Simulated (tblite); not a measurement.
# C7H15NOSi: the cost of one run

The runs use tblite 0.8.0 and PySCF 2.14.0, with density-fitted response routines of our own; the level of theory stands in each step. All values are computed, except where a source is named. Atoms are numbered from 0 throughout.

**1. The molecule as given**

25 atoms, charge 0, multiplicity 1; geometry from: force field or distance geometry start.

Bonds of the start (Å): C0–C1 1.49, C1–C2 1.31, C2–O3 1.41, O3–Si4 1.75, Si4–N5 1.80, N5–C6 1.47, C6–C7 1.50, C7–C8 1.52, C8–C9 1.52, C9–N5 1.47, C0–H10 1.10, C0–H11 1.09, C0–H12 1.11, C1–H13 1.10, C2–H14 1.09, Si4–H15 1.47, Si4–H16 1.48, C6–H17 1.13, C6–H18 1.09, C7–H19 1.11, C7–H20 1.13, C8–H21 1.11, C8–H22 1.10, C9–H23 1.10, C9–H24 1.10.

**2. Geometry optimisation with GFN2-xTB**

What the job is given:

```
{"job": {"kind": "relax", "xc": "GFN2-xTB", "basis": "xTB"}, "charge": 0, "multiplicity": 1}
C      4.553700     0.209100     0.324800
C      3.216900    -0.391800     0.618900
C      2.560200    -0.995700    -0.339500
O      1.309900    -1.533200     0.016500
Si     0.045600    -0.369400     0.343400
N     -1.458500    -0.829900    -0.526900
C     -2.563700    -0.920500     0.431700
C     -3.317200     0.375300     0.377800
C     -2.287300     1.277200    -0.278600
C     -1.803000     0.325700    -1.359800
H      4.851200     0.937700     1.090200
H      5.244900    -0.625700     0.190200
H      4.420100     0.764300    -0.625400
H      2.809500    -0.353800     1.639800
H      2.915900    -1.053900    -1.363400
H     -0.149000    -0.165000     1.789900
H      0.500400     0.940000    -0.188300
H     -2.141800    -1.128600     1.455400
H     -3.194400    -1.744100     0.100600
H     -3.660100     0.752500     1.361400
H     -4.195300     0.179900    -0.312400
H     -2.724800     2.214400    -0.689200
H     -1.444200     1.439700     0.415300
H     -0.895600     0.697200    -1.862000
H     -2.604300     0.022700    -2.044000
```

The run is started by

```
OMP_NUM_THREADS=1 python probes_run.py task.json out
```

One launch serves the whole session: the jobs run in the order shown.

Q: Estimate the wall time and peak memory of this first job on 1 thread of Arm Neoverse N1, shared host.

About 3.1 s, with a peak of 0.19 GiB.
